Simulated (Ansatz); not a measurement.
# C₃H₅FGe: a ladder of functionals and wavefunction methods

An exercise on one series of results from a longer session: the logs are not shown, and one member is left open.

Program: Ansatz 0.2.0, Gaussian basis. Level of theory: functionals in def2-TZVPP, the program's frozen cores in correlated methods. These are calculated values, not measurements.

Levels to be run: PBE-D4, r2SCAN-D4, PBE0-D4, B3LYP-D4, ωB97X-V, ωB97M-V, B2PLYP; CCSD(T)/def2-TZVPP; MP2/def2-QZVPP; extrapolation to the limit.

## The relaxed structure

The geometry comes from an earlier relaxation with PBE0-D4 in a triple-zeta def2 set; it is a stationary point, not always the lowest conformer.

SMILES `FC1=[CH][GeH2][CH2]1`, 10 atoms, charge 0, spin multiplicity 1.

Atoms are counted from 1 here; the program's logs count them from 0.

Bond lengths: F1–C2 1.336 Å, C2–C3 1.335 Å, C2–C5 1.496 Å, C3–Ge4 1.938 Å, C3–H6 1.080 Å, Ge4–C5 1.993 Å, Ge4–H7 1.537 Å, Ge4–H8 1.537 Å, C5–H9 1.091 Å, C5–H10 1.091 Å. Angles: F1–C2–C3 126.6°, F1–C2–C5 120.3°, C3–C2–C5 113.1°, C2–C3–Ge4 89.7°, C2–C3–H6 128.2°, Ge4–C3–H6 142.1°, C3–Ge4–C5 73.9°, C3–Ge4–H7 117.6°, C3–Ge4–H8 117.6°, C5–Ge4–H7 116.4°, C5–Ge4–H8 116.4°, H7–Ge4–H8 110.8°, C2–C5–Ge4 83.3°, C2–C5–H9 114.2°, C2–C5–H10 114.2°, Ge4–C5–H9 116.8°, Ge4–C5–H10 116.8°, H9–C5–H10 109.6°.

Set-up of the first run:

Contents of in.yaml:

```yaml
crystal:
  periodic: [false, false, false]
  atoms:
    - {symbol: F, position_ang: [0.571704, 0.610177, 2.267821]}
    - {symbol: C, position_ang: [0.177190, 0.192421, 1.061957]}
    - {symbol: C, position_ang: [-0.767206, -0.715395, 0.804317]}
    - {symbol: Ge, position_ang: [-0.455200, -0.484797, -1.094739]}
    - {symbol: C, position_ang: [0.808600, 0.750953, -0.173583]}
    - {symbol: H, position_ang: [-1.373015, -1.267381, 1.508435]}
    - {symbol: H, position_ang: [-1.569277, 0.172470, -1.924169]}
    - {symbol: H, position_ang: [0.174661, -1.658993, -1.860033]}
    - {symbol: H, position_ang: [0.642937, 1.820129, -0.315961]}
    - {symbol: H, position_ang: [1.872605, 0.529117, -0.271144]}
basis:
  gaussian: {orbitals: def2-TZVPP}
hamiltonian: {xc: pbe, dispersion: d4}
output: {forces: true, orbitals: {seedname: orbitals}}
```

The run is started by

```console
> ansatz run in.yaml --threads 4 --pin off --events-out ev --progress --plain --max-ram 10444MiB
```

Among the steps run: PBE-D4 (GGA); r2SCAN-D4 (meta-GGA); PBE0-D4 (hybrid); B3LYP-D4 (hybrid); ωB97X-V (range-separated); ωB97M-V (range-separated); B2PLYP (double hybrid); CCSD(T) in def2-TZVPP; MP2 in def2-QZVPP.

One table of the session follows, with a row left open; its other results are not shown here.

| method | atomisation energy (eV) |
| --- | --- |
| PBE-D4 | 40.687 |
| r2SCAN-D4 | 39.786 |
| PBE0-D4 | ? |
| B3LYP-D4 | 39.351 |
| ωB97X-V | 39.694 |
| ωB97M-V | 39.558 |
| B2PLYP | 39.092 |
| HF/def2-TZVPP | 28.394 |
| MP2/def2-TZVPP | 39.498 |
| CCSD/def2-TZVPP | 37.972 |
| CCSD(T)/def2-TZVPP | 38.695 |
| MP2/CBS | 40.387 |
| CCSD(T)/CBS | 39.584 |

Estimate the missing values for PBE0-D4.

As computed: atomisation energy (eV): 39.874. In the column «atomisation energy (eV)» it lies between r2SCAN-D4 (39.786) and MP2/CBS (40.387).
